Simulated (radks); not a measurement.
# Hf²⁺ inside a hard spherical wall

An exercise on one series of results from a longer session: the logs are not shown, and one member is left open.

Program: radks (a radial shooting solver on a logarithmic mesh, Libxc functionals) version 1. Level of theory: scalar-relativistic Kohn-Sham, LDA (Slater exchange, VWN5 correlation), spin-polarised, spherical densities, finite nucleus; open shells are filled with parallel spins first. These are calculated values, not measurements, unless marked.

### The atom as given

| Item | Value |
| --- | --- |
| element | hafnium (Z = 72) |
| charge | +2 |
| electrons | 70 |
| configuration | [Xe] 4f14 5d2 |
| nuclear rms radius | 5.347 fm |

The outer shells:

Hf²⁺
```
[Xe] core
4f [↑↓][↑↓][↑↓][↑↓][↑↓][↑↓][↑↓]
5d [↑ ][↑ ][  ][  ][  ]
```

The first run:

The run's settings:

```text
Z 72
configuration [Xe] 4f14 5d2 6s0 6p0 5f0
relativity scalar-relativistic
functional lda,vwn5
spin polarised
nucleus finite rms 5.347 fm
c 137.035999084
```

Among the steps run: The free atom; Wall at 20 bohr; Wall at 15 bohr; Wall at 12 bohr; Wall at 8 bohr; Wall at 7 bohr; Wall at 6 bohr; Wall at 3 bohr; Wall at 2 bohr.

One table of the session follows, with a row left open; its other results are not shown here.

| R (bohr) | E − E(free) (eV) | ε(6s, empty) (eV) | ε(6p, empty) (eV) | ε(5f, empty) (eV) |
| --- | --- | --- | --- | --- |
| free | 0.000 | -18.261 | -12.439 | -4.356 |
| 20 | -0.000 | -18.261 | -12.439 | -4.356 |
| 15 | -0.000 | -18.261 | -12.439 | -4.338 |
| 12 | ? | ? | ? | ? |
| 8 | 0.003 | -18.250 | -12.361 | -3.206 |
| 7 | 0.016 | -18.198 | -12.155 | -2.305 |
| 6 | 0.091 | -17.950 | -11.463 | -0.598 |
| 3 | 16.985 | 6.508 | 24.575 | 30.168 |
| 2 | 195.89 | 118.79 | 156.87 | 105.17 |

Q: Estimate the row for R (bohr) = 12 from the others.

Worked estimate for «E − E(free) (eV)». A straight line through the neighbours (15, -0.000) and (8, 0.003) gives -0.000 + (0.003 + 0.000) × (12 − 15) / (8 − 15) = 0.001; a parabola fitted to 4 rows on both sides gives 0.001.

The run gave: E − E(free) (eV): 0.000; ε(6s, empty) (eV): -18.261; ε(6p, empty) (eV): -12.438; ε(5f, empty) (eV): -4.239. In «E − E(free) (eV)» the line misses by +0.001 and the parabola by +0.001.

From R = 2 bohr inwards the highest occupied level lies above zero, pushed up by confinement. Shells are not refilled when levels cross, and a hard wall is a model, not a crystal.
